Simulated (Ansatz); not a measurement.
# H6O2Sn: the cost of one run

Method: RKS PBE0-D4/def2-SVP, in Ansatz 0.2.0.

### Step 1. The structure to begin with

Bond lengths: Sn1–O2 2.310 Å, O2–H3 1.010 Å, Sn1–O4 1.960 Å, O4–H5 1.010 Å, Sn1–H6 1.739 Å, Sn1–H7 1.739 Å, Sn1–H8 2.040 Å. Angles: Sn1–O2–H3 109.5°, O2–Sn1–O4 109.4°, O2–Sn1–H6 109.5°, O2–Sn1–H7 109.5°, O2–Sn1–H8 71.6°, O4–Sn1–H6 109.5°, O4–Sn1–H7 109.5°, O4–Sn1–H8 67.1°, H6–Sn1–H7 109.5°, H6–Sn1–H8 72.9°, H7–Sn1–H8 176.5°, Sn1–O4–H5 109.5°.

As a file:

```xyz
9

Sn    0.0000    0.0000    0.0000
O     0.0000    0.0000    2.3100
H    -0.9095   -0.2814    2.6471
O     1.8483    0.0000   -0.6527
H     2.1646   -0.9521   -0.7693
H    -0.8195    1.4198   -0.5794
H    -0.8195   -1.4198   -0.5794
H     1.0699    1.6134    0.6433
H     0.8133    1.2266    1.6366
```

### Step 2. Pulling towards end A

Springs on the bonds that form and break draw the guess towards this end; the thresholds are loose.

Contents of input.yaml:

```yaml
crystal:
  periodic: [false, false, false]
  atoms:
    - { symbol: Sn, position_ang: [0.0, 0.0, 0.0] }
    - { symbol: O, position_ang: [0.0, 0.0, 2.31] }
    - { symbol: H, position_ang: [-0.9095, -0.2814, 2.6471] }
    - { symbol: O, position_ang: [1.8483, 0.0, -0.6527] }
    - { symbol: H, position_ang: [2.1646, -0.9521, -0.7693] }
    - { symbol: H, position_ang: [-0.8195, 1.4198, -0.5794] }
    - { symbol: H, position_ang: [-0.8195, -1.4198, -0.5794] }
    - { symbol: H, position_ang: [1.0699, 1.6134, 0.6433] }
    - { symbol: H, position_ang: [0.8133, 1.2266, 1.6366] }
basis:
  gaussian: { orbitals: def2-SVP }
hamiltonian:
  xc: pbe0
  dispersion: d4
relax:
  f_tol: 0.15
  max_steps: 25
  restrain:
    - { distance: [0, 7], at: 2.94, k: 30.0 }
    - { distance: [8, 1], at: 2.21, k: 30.0 }
    - { distance: [0, 1], at: 1.96, k: 30.0 }
    - { distance: [8, 7], at: 0.66, k: 30.0 }
output:
  orbitals: {}
```

Started as:

```sh
ansatz run input.yaml --threads 2 --pin off --max-ram 3072MiB --backend cpu --events-out ev --progress --plain --runs-dir out
```

**Question.** How long does this run take on 2 threads of Arm Neoverse V1, shared host, and how much memory does it need?

About 28 s, with a peak of 0.17 GiB.
